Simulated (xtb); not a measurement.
**GFN2-xTB run of singlet SiHBrF−**

Aim: a structure relaxation of singlet SiHBrF−. 

The calculation is run with xtb 6.7.1.

3 further runs of the same task are left out: 1 for a known fault of the program, 1 that didn't finish, 1 set aside as unsound or not needed.

## Step 1: Starting point

The species is SiHBrF− (4 atoms), meant as a singlet with charge -1. As SMILES of the parent species, `F[SiH]Br`. Geometry: relaxed at PBE0-D4/def2-TZVP. That shape belongs to the parent species and isn't relaxed for this state. The run starts from this shape.

Bond lengths: F1–Si2 1.596 Å, Si2–Br3 2.211 Å, Si2–H4 1.491 Å. Angles: F1–Si2–Br3 108.9°, F1–Si2–H4 107.1°, Br3–Si2–H4 108.5°.

## Step 2: A geometry optimisation at GFN2-xTB

The input, mol.coord:

```
$coord
     -2.036179899284     -0.539327835968      2.037691680184  f
     -0.547642630917     -0.481313243942     -0.585437153409  si
      3.500150728032     -1.216416706422      0.139272815385  br
     -0.811448397914      2.122918328405     -1.629888782490  h
$end
```

On the command line:

```bash
$ xtb mol.coord --gfn2 --opt lax --chrg -1 > xtb.out
```

What values should one expect? Wanted: total energy at the end; HOMO energy; LUMO energy; HOMO–LUMO gap; dispersion energy; mean polarisability.

Computed results:

Level: GFN2-xTB.

| quantity | value |
| --- | --- |
| total energy at the end | -11.33253 Eh |
| HOMO energy | -3.42 eV |
| LUMO energy | 0.27 eV |
| HOMO–LUMO gap | 3.69 eV |
| dispersion energy | -7.49 kJ/mol |
| mean polarisability (D4 model) | 62.6 bohr³ |

**Reading.** At the final geometry: Bond lengths: F1–Si2 1.686 Å, Si2–Br3 2.473 Å, Si2–H4 1.495 Å. Angles: F1–Si2–Br3 98.1°, F1–Si2–H4 93.6°, Br3–Si2–H4 92.2°. The optimisation took 8 steps and changed the energy by -0.625 eV. Mulliken charges run from -0.68 on Br3 to +0.31 on Si2.
